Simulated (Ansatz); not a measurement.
**KNaF2 (ordered alloy on rocksalt lattice): optical response by level**

How does KNaF2 (ordered alloy on rocksalt lattice) absorb light if electrons and holes don't interact? The runs, in order: HSE06 for the gap; optics with PBE on 6×6×6; optics with r2SCAN on 6×6×6; optics with PBE and scissors to the HSE06 gap on 6×6×6.

Method: plane waves, PAW; no local fields, no excitons, in Ansatz 0.2.0.

## Step 1: Starting point

Symmetry: R-3m, No. 166, trigonal system. Conventional cell: a = 3.478 Å, b = 3.478 Å, c = 17.447 Å, α = 90.00°, β = 90.00°, γ = 120.00°. Around Na (site symmetry -3m) lie 6 F at 2.37 Å. K (site symmetry -3m) is surrounded by 6 F at 2.60 Å. F (site symmetry 3m) is surrounded by 3 Na at 2.37 Å and 3 K at 2.60 Å.

Coordinates:

```
Na K F
1.0
     1.73914    1.00409    5.81551
    -1.73914    1.00409    5.81551
     0.00000   -2.00819    5.81551
Na K F
1 1 2
Cartesian
  1.7391 1.0041 5.8155
  0.0000 0.0000 8.7233
  0.0000 0.0000 4.5553
  0.0000 0.0000 12.8912
```

The cell was relaxed beforehand with r2SCAN; those runs aren't shown.

## Step 2: The gap to aim at

Input file input.yaml:

```yaml
crystal:
  lattice:
    - [1.7391397325, 1.0040927927, 5.8155052281]
    - [-1.7391397325, 1.0040927927, 5.8155052281]
    - [0.0, -2.0081855854, 5.8155052281]
  atoms:
    - { symbol: Na, position: [1.0, 0.0, 0.0] }
    - { symbol: K, position: [0.5, 0.5, 0.5] }
    - { symbol: F, position: [0.2610994601, 0.2610994601, 0.2610994601] }
    - { symbol: F, position: [0.7389005399, 0.7389005399, 0.7389005399] }
kpoints:
  mp_grid: { grid: [6, 6, 6] }
  band_path:
    path:
      - [0.0, 0.0, 0.0]
      - [0.5, 0.5, 0.5]
      - [0.8134595048, 0.1865404952, 0.5]
      - [0.5, -0.1865404952, 0.1865404952]
      - [0.5, 0.0, 0.0]
      - [0.3432702476, -0.3432702476, 0.0]
      - [0.6567297524, 0.0, 0.3432702476]
      - [0.5, 0.0, 0.5]
    npoints: 1
hamiltonian:
  xc: hse06
scf:
  occupations: { method: fixed }
  n_extra_bands: 5
output:
  forces: true
  stress: true
  eigenvalues: true
```

Started as:

```console
> ansatz run input.yaml --threads 4 --pin off --max-ram 3686MiB --backend cpu --events-out ev --progress --plain --runs-dir out
```

Further steps of the session: Optics, PBE; Optics, r2SCAN; Optics, PBE with a scissors shift.

Q: Predict the results of all the runs planned. Wanted: ε∞, PBE; ε∞, r2SCAN; tallest peak of ε₂, PBE; tallest peak of ε₂, r2SCAN; HSE06 direct gap.

**Answer**, as computed:

```
                                  quantity                     value
                                   ε∞, PBE  2.06 (xx, yy), 2.08 (zz)
                                ε∞, r2SCAN                      1.97
                ε∞, PBE + 2.07 eV scissors  1.94 (xx, yy), 1.94 (zz)
                   tallest peak of ε₂, PBE           4.1 at 22.75 eV
                tallest peak of ε₂, r2SCAN           2.0 at 14.40 eV
tallest peak of ε₂, PBE + 2.07 eV scissors           2.1 at 15.50 eV
                          HSE06 direct gap                   8.32 eV
```

**Reading.** From PBE to PBE + 2.07 eV scissors the direct gap grows from 6.25 to 8.32 eV, and ε∞ goes from 2.07 to 1.94 (mean of the axes): a wider gap screens less. The response is anisotropic: with PBE ε∞ is 2.06 (xx, yy), 2.08 (zz). Local fields and excitons are left out: both change ε∞, and without excitons the onset lacks its lines.
